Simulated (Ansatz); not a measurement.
Working through a ladder of methods at one geometry of C3H8Si, SMILES C=CC[SiH3]

Computed with the Python package of Ansatz (0.2.0).

`c3h8si.xyz`
```text
12

C    -1.55220    1.14540    0.21770
C    -0.24890    1.11170    0.64610
C     0.85050    0.06970    0.33170
Si    0.53590   -1.38330   -0.70830
H    -1.93560    0.38120   -0.39360
H    -2.16830    1.94890    0.55500
H     0.11360    1.91700    1.26630
H     1.18700   -0.25400    1.30670
H     1.65850    0.63830   -0.15080
H    -0.50640   -2.30610   -0.14090
H     1.78930   -2.20180   -0.88780
H     0.09450   -1.01220   -2.10270
```

The cells in order, each with its output:

**Cell 1**
```python
from pathlib import Path

import ansatz
import numpy as np
```

**Cell 2**
```python
BASIS = "def2-SVP"
```

**Cell 3**
```python
mol = ansatz.Crystal.molecule_from_extxyz("c3h8si.xyz")
```

**Cell 4**
```python
base = mol.calculation().basis(gaussian=BASIS)

print("functional    E (Ha)        dipole (D)   HOMO (eV)  LUMO (eV)")
for name in ["hse06", "blyp", "pbe", "hf", "revpbe", "pbe0"]:
    report = base.functional(name).forces().orbitals().run(runs_dir="runs").report
    lines = Path(report["orbitals_path"]).read_text().splitlines()
    field_of = lambda key: [line.split("=")[1].strip() for line in lines if line.startswith(key)]
    orbitals = [(27.211386 * float(e), s, float(n)) for e, s, n in zip(field_of("Ene="), field_of("Spin="), field_of("Occup="))]
    homo = max(e for e, _, n in orbitals if n > 0.5)
    lumo = min(e for e, _, n in orbitals if n < 0.5)
    dipole = 4.803205 * np.linalg.norm(report["charge_distribution"]["dipole_moment_e_ang"])
    print(f"{name:10s} {report['free_energy_ev'] / 27.211386246:14.6f} {dipole:9.3f} {homo:11.3f} {lumo:10.3f}")
```
Output:
```text
functional    E (Ha)        dipole (D)   HOMO (eV)  LUMO (eV)
hse06         -408.117533     1.122      -7.012     -0.162
blyp          -408.318570     1.122      -6.047     -0.648
pbe           -408.076634     1.131      -6.258     -0.833
hf            -406.979569     1.127      -9.823      4.321
revpbe        -408.306665     1.131      -6.210     -0.764
pbe0          -408.131803     1.122      -7.416      0.227
```

Total energies depend on the basis set; only differences at equal settings carry meaning. The geometry is a force-field or estimated start, not a minimum of this method, and the basis set is short of its limit. A lower total doesn't mark the better method: functionals have no common bound, and MP2 and coupled cluster aren't variational. Levels such as HOMO and LUMO are orbital energies: with these approximate functionals they aren't the ionisation energy and electron affinity, and their gap isn't the fundamental gap. hse06 follows the composition of plane-wave codes, whose totals differ by tens of mHa, up to about 0.1 Ha, from the form usual in Gaussian-basis programs (wpbeh). Run time: 19 s on 1 thread of Arm Neoverse V2, on a shared host, peak memory 0.26 GiB.
